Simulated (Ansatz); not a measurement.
# C3H8OSi: small, medium and large basis sets

An exercise on one series of results from a longer session: the logs are not shown, and one member is left open.

Program: Ansatz 0.2.0, Gaussian basis. Level of theory: one geometry, several basis sets. These are calculated values, not measurements.

Levels to be run: PBE0-D4/def2-SVP; ωB97M-V/def2-SVP; PBE0-D4/def2-QZVPP; ωB97M-V/def2-QZVPP; the functionals' def2-TZVPP values are taken from earlier runs.

## Structure used throughout

The geometry comes from an earlier relaxation with PBE0-D4 in a triple-zeta def2 set; it is a stationary point, not always the lowest conformer.

SMILES `CC1(O)C[SiH2]1`, 13 atoms, charge 0, spin multiplicity 1.

Atoms are counted from 1 here; the program's logs count them from 0.

Bond lengths: C1–C2 1.504 Å, C1–H6 1.093 Å, C1–H7 1.096 Å, C1–H8 1.093 Å, C2–O3 1.407 Å, C2–C4 1.526 Å, C2–Si5 1.882 Å, O3–H9 0.961 Å, C4–Si5 1.857 Å, C4–H10 1.086 Å, C4–H11 1.086 Å, Si5–H12 1.478 Å, Si5–H13 1.480 Å. Angles: C2–C1–H6 111.2°, C2–C1–H7 110.0°, C2–C1–H8 111.3°, H6–C1–H7 108.4°, H6–C1–H8 107.5°, H7–C1–H8 108.4°, C1–C2–O3 114.0°, C1–C2–C4 116.7°, C1–C2–Si5 121.8°, O3–C2–C4 110.9°, O3–C2–Si5 118.4°, C4–C2–Si5 65.0°, C2–O3–H9 108.1°, C2–C4–Si5 66.8°, C2–C4–H10 116.5°, C2–C4–H11 113.9°, Si5–C4–H10 120.7°, Si5–C4–H11 117.1° and more.

Set-up of the first run:

in.yaml

```yaml
crystal:
  periodic: [false, false, false]
  atoms:
    - {symbol: C, position_ang: [-1.482594, 0.347744, 0.084534]}
    - {symbol: C, position_ang: [-0.127465, -0.288329, 0.228926]}
    - {symbol: O, position_ang: [-0.124413, -1.454047, 1.016556]}
    - {symbol: C, position_ang: [0.673616, -0.496444, -1.053199]}
    - {symbol: Si, position_ang: [1.458561, 0.717824, 0.111389]}
    - {symbol: H, position_ang: [-1.879996, 0.656366, 1.055341]}
    - {symbol: H, position_ang: [-2.183810, -0.363880, -0.365739]}
    - {symbol: H, position_ang: [-1.438161, 1.236059, -0.550162]}
    - {symbol: H, position_ang: [-0.274602, -1.197790, 1.930511]}
    - {symbol: H, position_ang: [0.209406, -0.160105, -1.975171]}
    - {symbol: H, position_ang: [1.134167, -1.476628, -1.130755]}
    - {symbol: H, position_ang: [2.645961, 0.283318, 0.876518]}
    - {symbol: H, position_ang: [1.409934, 2.161215, -0.213949]}
basis:
  gaussian: {orbitals: def2-SVP}
hamiltonian: {xc: pbe0, dispersion: d4}
output: {orbitals: {seedname: orbitals}}
```

Among the steps run: PBE0-D4 in def2-SVP; ωB97M-V in def2-SVP; PBE0-D4 in def2-QZVPP; ωB97M-V in def2-QZVPP.

One of the session's tables, all rows but one given; the rest of the session is left out.

It belongs to the step «Density functionals: the series». 

```
functional       basis  HOMO (eV)  LUMO (eV)
   PBE0-D4    def2-SVP          ?          ?
   PBE0-D4  def2-TZVPP      -6.35       0.13
   PBE0-D4  def2-QZVPP      -6.38      -0.04
   ωB97M-V    def2-SVP      -8.41       2.50
   ωB97M-V  def2-TZVPP      -8.51       1.75
   ωB97M-V  def2-QZVPP      -8.53       1.33
```

Estimate the missing values for PBE0-D4, def2-SVP.

**Answer.** HOMO (eV): -6.27; LUMO (eV): 0.61. In the column «HOMO (eV)» it is the highest.
